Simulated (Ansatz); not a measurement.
# CH₃ClOZn: basis-set convergence

An exercise on one series of results from a longer session: the logs are not shown, and one member is left open.

The runs use Ansatz 0.2.0, Gaussian basis; one geometry, several basis sets.

Plan: PBE0-D4/def2-SVP; ωB97M-V/def2-SVP; PBE0-D4/def2-QZVPP; ωB97M-V/def2-QZVPP; the functionals' def2-TZVPP values are taken from earlier runs.

### Structure used throughout

The geometry comes from an earlier relaxation with PBE0-D4 in a triple-zeta def2 set; it is a stationary point, not always the lowest conformer.

SMILES `[OH][Zn][CH2]Cl`, 7 atoms, charge 0, spin multiplicity 1.

Atoms are counted from 1 here; the program's logs count them from 0.

Bond lengths: O1–Zn2 1.773 Å, O1–H5 0.958 Å, Zn2–C3 1.932 Å, C3–Cl4 1.798 Å, C3–H6 1.089 Å, C3–H7 1.089 Å. Angles: Zn2–O1–H5 116.7°, O1–Zn2–C3 177.5°, Zn2–C3–Cl4 107.9°, Zn2–C3–H6 113.2°, Zn2–C3–H7 113.2°, Cl4–C3–H6 106.9°, Cl4–C3–H7 106.9°, H6–C3–H7 108.4°.

The first run:

in.yaml reads:

```yaml
crystal:
  periodic: [false, false, false]
  atoms:
    - {symbol: O, position_ang: [-0.953165, 2.141237, -0.925343]}
    - {symbol: Zn, position_ang: [-0.184898, 0.699129, -0.237449]}
    - {symbol: C, position_ang: [0.724721, -0.827526, 0.521236]}
    - {symbol: Cl, position_ang: [-0.294545, -2.279722, 0.231009]}
    - {symbol: H, position_ang: [-1.849781, 2.039591, -1.247828]}
    - {symbol: H, position_ang: [1.691750, -1.022463, 0.060086]}
    - {symbol: H, position_ang: [0.865929, -0.750246, 1.598299]}
basis:
  gaussian: {orbitals: def2-SVP}
hamiltonian: {xc: pbe0, dispersion: d4}
output: {orbitals: {seedname: orbitals}}
```

Steps of the session up to this table: PBE0-D4 in def2-SVP; ωB97M-V in def2-SVP; PBE0-D4 in def2-QZVPP; ωB97M-V in def2-QZVPP.

One of the session's tables, all rows but one given; the rest of the session is left out.

It belongs to the step «Functionals by basis». 

| functional | basis | HOMO (eV) |
| --- | --- | --- |
| PBE0-D4 | def2-SVP | -7.36 |
| PBE0-D4 | def2-TZVPP | -7.65 |
| PBE0-D4 | def2-QZVPP | ? |
| ωB97M-V | def2-SVP | -9.54 |
| ωB97M-V | def2-TZVPP | -9.87 |
| ωB97M-V | def2-QZVPP | -9.91 |

**Question.** Estimate the row for PBE0-D4, def2-QZVPP.

The run gave: HOMO (eV): -7.68. In the column «HOMO (eV)» it lies between ωB97M-V, def2-SVP (-9.54) and PBE0-D4, def2-TZVPP (-7.65).
